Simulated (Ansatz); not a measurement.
# PIr2: the cost of one run

Program: Ansatz 0.2.0. Level of theory: DFT LDA, scalar-relativistic. These are calculated values, not measurements.

## (1) The starting structure

Symmetry: Fm-3m, No. 225, cubic system. The conventional cell has a = 5.535 Å, b = 5.535 Å, c = 5.535 Å, α = 90.00°, β = 90.00°, γ = 90.00°. P (site symmetry m-3m) has 8 Ir at 2.40 Å in its first shell of neighbours. Ir (site symmetry -43m) is surrounded by 4 P at 2.40 Å.

As a file:

```
P Ir
1.0
     0.00000    2.76750    2.76750
     2.76750    0.00000    2.76750
     2.76750    2.76750    0.00000
P Ir
1 2
Cartesian
  0.0000 0.0000 0.0000
  1.3838 1.3838 1.3838
  4.1513 4.1513 4.1513
```

Atoms are numbered in the order of the input: P1, Ir2, Ir3.

## (2) After the deformation

Space group Fm-3m before, I4/mmm after.

## (3) Full-potential LAPW

Contents of input.yaml:

```yaml
crystal:
  lattice:
    - [0.0, 2.71215, 2.7675]
    - [2.71215, 0.0, 2.7675]
    - [2.71215, 2.71215, 0.0]
  atoms:
    - { symbol: P, position: [0.0, 0.0, 0.0] }
    - { symbol: Ir, position: [0.25, 0.25, 0.25] }
    - { symbol: Ir, position: [0.75, 0.75, 0.75] }
kpoints:
  mp_grid: { grid: [11, 11, 11] }
  band_path:
    path:
      - [0.0, 0.0, 0.0]
      - [0.0, 0.5, 0.5]
      - [0.25, 0.75, 0.5]
      - [0.0, 0.5, 0.0]
      - [0.0, 0.0, 0.0]
      - [0.5, 0.5, 0.0]
      - [0.37005, 0.62995, 0.0]
      - [-0.37005, 0.37005, 0.0]
      - [0.0, 0.0, 0.0]
    npoints: 5
scf:
  occupations: { method: fermi_dirac, width: 0.05 }
hamiltonian:
  xc: lda
  pseudopotentials: { kind: all_electron, lapw: { basis_error: 0.001 } }
output:
  forces: true
  stress: true
  eigenvalues: true
```

Command:

```bash
ansatz run input.yaml --threads 1 --pin off --max-ram 4096MiB --backend cpu --events-out ev --progress --plain --runs-dir out
```

What time and memory should one allow on 1 thread of Intel Xeon Platinum 8488C (Sapphire Rapids), shared host?

About 75 s, with a peak of 0.91 GiB.
